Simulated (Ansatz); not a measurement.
# H4OSi: the cost of one run

Method: PBE0-D4/def2-TZVP structures, single points in def2-TZVPP, no counterpoise correction; program: Ansatz 0.2.0, Gaussian basis.

Levels: SPW92, PBE-D4, BLYP-D4, r2SCAN-D4, B97M-V, PBE0-D4, B3LYP-D4, r2SCAN0-D4, BHLYP-D4, CAM-B3LYP-D4, wB97X-V, wB97M-V, B2PLYP, PBE-QIDH, RPA on PBE, Hartree-Fock, MP2, CCSD, CCSD(T).

Cores are frozen in the correlated methods. B3LYP uses VWN-RPA correlation. B2PLYP carries no dispersion term here.

114 further runs of the same task are left out: 1 that didn't finish, 113 set aside as unsound or not needed.

## 1. The system as given

The complex: 11 atoms, charge 0, spin multiplicity 1.

Atoms are counted from 1 here; the program's logs count them from 0.

Bond lengths: Si1–H3 1.481 Å, Si1–H4 1.476 Å, Si1–H5 1.488 Å, Si1–O7 1.673 Å, F2–H8 0.953 Å, H6–O9 0.976 Å, O7–H10 0.959 Å, O9–H11 0.960 Å. Angles: H3–Si1–H4 112.3°, H3–Si1–H5 108.9°, H3–Si1–O7 111.3°, H4–Si1–H5 110.4°, H4–Si1–O7 105.3°, H5–Si1–O7 108.6°, Si1–O7–H10 116.5°, H6–O9–H11 106.7°.

Geometry (Å):

```mol
FH7O2Si
  3D, bonds by distance, orders not assigned

 11  8  0  0  0  0  0  0  0  0999 V2000
   -0.2638    0.8513   -1.3475 Si  0  0
   -0.2678   -2.2686   -0.1464 F   0  0
    0.4652   -0.0884   -2.2297 H   0  0
   -1.5863    0.3324   -0.9472 H   0  0
   -0.4096    2.1558   -2.0487 H   0  0
    0.3771   -0.0745    1.4389 H   0  0
    0.5620    1.1048    0.0853 O   0  0
   -0.0797   -1.8674    0.6974 H   0  0
    0.2501   -0.9040    1.9373 O   0  0
    1.4284    1.5100    0.0140 H   0  0
   -0.4756   -0.7515    2.5465 H   0  0
  1  3  8  0
  1  4  8  0
  1  5  8  0
  1  7  8  0
  2  8  8  0
  6  9  8  0
  7 10  8  0
  9 11  8  0
M  END
```

Its parts: SiH4O holds atoms 1, 3, 4, 5, 7, 10; HF holds atoms 2, 8; H2O holds atoms 6, 9, 11. Each part counts its atoms afresh in its own runs.

## 2. Relaxing SiH4O alone

Input file relax-a/in.yaml:

```yaml
crystal:
  periodic: [false, false, false]
  atoms:
    - {symbol: Si, position_ang: [-0.263806, 0.851273, -1.347543]}
    - {symbol: H, position_ang: [0.465173, -0.088435, -2.229707]}
    - {symbol: H, position_ang: [-1.586303, 0.332447, -0.947193]}
    - {symbol: H, position_ang: [-0.409631, 2.155819, -2.048671]}
    - {symbol: O, position_ang: [0.562044, 1.104848, 0.085335]}
    - {symbol: H, position_ang: [1.428434, 1.509988, 0.014048]}
basis:
  gaussian: {orbitals: def2-TZVP}
hamiltonian: {xc: pbe0, dispersion: d4}
relax: {f_tol: 0.005, max_steps: 200}
```

The run is started by

```console
$ ansatz run in.yaml --threads 4 --pin off --events-out ev --progress --plain --max-ram 9574MiB
```

**Question.** How long does this run take on 4 threads of Intel Xeon at 2.50GHz, shared host?

About 9.1 s.
